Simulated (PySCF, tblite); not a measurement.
# C8H18O: geometry, infrared bands, NMR shifts, electronic excitations and core binding energies

Wanted: the infrared bands, NMR shifts, electronic excitations and core binding energies of C8H18O (`CCC[C@](C)(CC)OC`), by calculation.

The runs use tblite 0.8.0 and PySCF 2.14.0, with density-fitted response routines of our own; the level of theory stands in each step. All values are computed, except where a source is named. Atoms count from 0, in the outputs and in this text.

### 1 Starting geometry

27 atoms, charge 0, multiplicity 1; geometry from: force field or distance geometry start.

Bonds of the start (Å): C0–C1 1.53, C1–C2 1.52, C2–C3 1.56, C3–C4 1.53, C3–C5 1.55, C5–C6 1.52, C3–O7 1.45, O7–C8 1.43, C0–H9 1.09, C0–H10 1.08, C0–H11 1.09, C1–H12 1.10, C1–H13 1.10, C2–H14 1.09, C2–H15 1.09, C4–H16 1.10, C4–H17 1.10, C4–H18 1.09, C5–H19 1.09, C5–H20 1.10, C6–H21 1.09, C6–H22 1.10, C6–H23 1.09, C8–H24 1.09, C8–H25 1.10, C8–H26 1.09.

### 2 Geometry optimisation with GFN2-xTB

The job: settings as JSON, then the geometry in Å.

```
{"job": {"kind": "relax", "xc": "GFN2-xTB", "basis": "xTB"}, "charge": 0, "multiplicity": 1}
C      3.268900    -0.487500    -0.668400
C      1.990900    -0.066100     0.061800
C      0.767700    -0.213600    -0.820300
C     -0.595400     0.101500    -0.130600
C     -1.744400    -0.205100    -1.096700
C     -0.644000     1.586600     0.299100
C     -1.955300     2.034900     0.929300
O     -0.732300    -0.656500     1.097300
C     -0.835900    -2.075100     0.972600
H      3.201800    -1.532800    -0.977900
H      4.130400    -0.372700    -0.018900
H      3.411900     0.131700    -1.554900
H      2.108000     0.967700     0.412100
H      1.896000    -0.691400     0.965700
H      0.737300    -1.224800    -1.217100
H      0.867700     0.448700    -1.683800
H     -1.759000     0.521100    -1.925000
H     -1.643200    -1.206700    -1.545900
H     -2.716100    -0.185600    -0.594500
H     -0.423000     2.232300    -0.555000
H      0.138000     1.784800     1.052400
H     -2.778400     2.005400     0.212600
H     -2.215700     1.413500     1.802700
H     -1.874900     3.057400     1.286200
H     -1.761000    -2.352800     0.460900
H     -0.889500    -2.493500     1.986500
H      0.029300    -2.494600     0.465500
```

Command:

```
$ OMP_NUM_THREADS=1 python probes_run.py task.json out
```

The driver reads the jobs from task.json and runs them one after another.

**Question.** This job is followed by: GFN2-xTB harmonic vibrations, gas phase; PBE0-D3(BJ)/def2-SVP geometry optimisation, gas phase; GIAO PBE0/pcSseg-1 NMR shielding, non-relativistic, gas phase; TDDFT wB97X-D/def2-SVPD, vertical, gas phase, core orbitals frozen in the response; GIAO HF/pcSseg-1 NMR shielding, non-relativistic, gas phase; delta-SCF UKS SCAN, pcX-2 on the ionised atom, pcseg-1 elsewhere, spin-free X2C. Predict these results of the whole session: strongest single infrared mode (GFN2-xTB); zero-point energy (GFN2-xTB); point group; rotational constants (main isotopes); 13C shifts against TMS (PBE0/pcSseg-1); 1H shifts against TMS (PBE0/pcSseg-1, means over atoms taken as alike); 17O shifts against H2O (PBE0/pcSseg-1); surface potential, 1st and 99th percentile; lowest singlet (wB97X-D/def2-SVPD); brightest single state of those computed; lowest triplet; vertical ionisation energy (ΔSCF); C1s binding energies, SCAN/pcX-2; O1s binding energies, SCAN/pcX-2; range of the shift of O7.

The runs gave:

| quantity | value |
| --- | --- |
| strongest single infrared mode (GFN2-xTB) | 3031 cm⁻¹, 71 km/mol |
| zero-point energy (GFN2-xTB) | 154.3 kcal/mol |
| point group | C1 |
| rotational constants (main isotopes) | 2.04, 1.04, 0.89 GHz |
| 13C shifts against TMS (PBE0/pcSseg-1) | 73.9, 48.9, 40.4, 35.1, 23.0, 17.5, 16.3, 9.1 ppm |
| 1H shifts against TMS (PBE0/pcSseg-1, means over atoms taken as alike) | 3.11, 1.62, 1.60, 1.29, 1.15, 1.04, 0.94, 0.93, 0.79, 0.76 ppm |
| 17O shifts against H2O (PBE0/pcSseg-1) | 35.5 ppm |
| surface potential, 1st and 99th percentile | -1.39 V and 0.60 V |
| lowest singlet (wB97X-D/def2-SVPD) | 7.46 eV (166 nm), f = 0.002 |
| brightest single state of those computed | state 10, 9.19 eV, f = 0.020 |
| lowest triplet | 7.41 eV |
| vertical ionisation energy (ΔSCF) | 9.26 eV |
| C1s binding energies, SCAN/pcX-2 | C8 291.86, C3 291.59, C0 290.41, C4 290.30, C1 290.23, C6 290.19, C5 290.15, C2 290.12 eV |
| O1s binding energies, SCAN/pcX-2 | O7 537.74 eV |
| range of the shift of O7 | 3.2 to 35.5 ppm |

Relaxing lowered the energy by 0.092 eV in 79 steps; the close pair that moved most is O7–C8, from 1.428 to 1.404 Å (GFN2-xTB). All 75 modes are real, so the xTB geometry is a minimum. GFN2-xTB is a fitted tight-binding method: band positions and strengths are rough. Its intensities can rank the bands wrongly. Relaxing lowered the energy by 0.076 eV in 3 steps; the close pair that moved most is C0–H11, from 1.088 to 1.102 Å (PBE0/def2-SVP). The most deshielded hydrogen is H24, H25, H26 (mean) (hydrogen on a methyl carbon bonded to O), at 3.11 ppm: its carbon carries O, which withdraws density. At PBE0/pcSseg-1: The widest tensor belongs to O7: span 86 ppm, with a paramagnetic part of -102 ppm. The first singlet state (HOMO→LUMO 0.79, HOMO→LUMO+2 0.09) lies at 7.46 eV and is weak; of the 10 states computed, the strongest absorption comes from states 8 to 9 together at 9.07 eV. The lowest triplet lies 0.05 eV below the lowest singlet (triplets in Tamm-Dancoff, singlets in full TDDFT). At wB97X-D/def2-SVPD, the highest states lie near or above the ionisation energy, where they hang on the basis. ΔSCF puts the ionisation energy at 9.26 eV, 0.11 eV above −ε(HOMO). The C1s levels kept as sound span 1.74 eV, from C2 (sp3 CH2) up to C8 (methyl carbon bonded to O). Across the 2 runs the shift of O7 moves most, between 3.2 (HF/pcSseg-1) and 35.5 ppm (PBE0/pcSseg-1).
